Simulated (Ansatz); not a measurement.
# ClH₅OSi₂: how energies converge with the basis set

An exercise on one series of results from a longer session: the logs are not shown, and one member is left open.

Program: Ansatz 0.2.0, Gaussian basis. Level of theory: one geometry, several basis sets. These are calculated values, not measurements.

The runs, in order: PBE0-D4/def2-SVP; ωB97M-V/def2-SVP; PBE0-D4/def2-QZVPP; ωB97M-V/def2-QZVPP; the functionals' def2-TZVPP values are taken from earlier runs.

## The relaxed structure

The geometry comes from an earlier relaxation with PBE0-D4 in a triple-zeta def2 set; it is a stationary point, not always the lowest conformer.

SMILES `O[SiH2][SiH2]Cl`, 9 atoms, charge 0, spin multiplicity 1.

Atoms are counted from 1 here; the program's logs count them from 0.

Bond lengths: O1–Si2 1.649 Å, O1–H5 0.960 Å, Si2–Si3 2.349 Å, Si2–H6 1.483 Å, Si2–H7 1.490 Å, Si3–Cl4 2.078 Å, Si3–H8 1.485 Å, Si3–H9 1.485 Å. Angles: Si2–O1–H5 116.5°, O1–Si2–Si3 108.5°, O1–Si2–H6 106.8°, O1–Si2–H7 112.2°, Si3–Si2–H6 112.3°, Si3–Si2–H7 108.1°, H6–Si2–H7 109.0°, Si2–Si3–Cl4 104.0°, Si2–Si3–H8 114.2°, Si2–Si3–H9 114.4°, Cl4–Si3–H8 107.0°, Cl4–Si3–H9 107.7°, H8–Si3–H9 109.0°.

Set-up of the first run:

Contents of in.yaml:

```yaml
crystal:
  periodic: [false, false, false]
  atoms:
    - {symbol: O, position_ang: [-1.940579, 0.469008, -0.094356]}
    - {symbol: Si, position_ang: [-0.430837, 0.947005, 0.365318]}
    - {symbol: Si, position_ang: [1.118907, -0.645475, -0.395368]}
    - {symbol: Cl, position_ang: [0.206885, -2.468787, 0.006870]}
    - {symbol: H, position_ang: [-2.151999, -0.459109, 0.028638]}
    - {symbol: H, position_ang: [-0.204491, 2.284689, -0.234699]}
    - {symbol: H, position_ang: [-0.300366, 1.050623, 1.846354]}
    - {symbol: H, position_ang: [1.369763, -0.599223, -1.858146]}
    - {symbol: H, position_ang: [2.421217, -0.625130, 0.318390]}
basis:
  gaussian: {orbitals: def2-SVP}
hamiltonian: {xc: pbe0, dispersion: d4}
output: {orbitals: {seedname: orbitals}}
```

Steps of the session up to this table: PBE0-D4 in def2-SVP; ωB97M-V in def2-SVP; PBE0-D4 in def2-QZVPP; ωB97M-V in def2-QZVPP.

One of the session's tables, all rows but one given; the rest of the session is left out.

It belongs to the step «Density functionals: the series». 

```
functional       basis  HOMO (eV)
   PBE0-D4    def2-SVP          ?
   PBE0-D4  def2-TZVPP      -7.94
   PBE0-D4  def2-QZVPP      -7.97
   ωB97M-V    def2-SVP      -9.88
   ωB97M-V  def2-TZVPP     -10.00
   ωB97M-V  def2-QZVPP     -10.03
```

**Question.** Estimate the row for PBE0-D4, def2-SVP.

**Answer.** HOMO (eV): -7.86. In the column «HOMO (eV)» it is the highest.
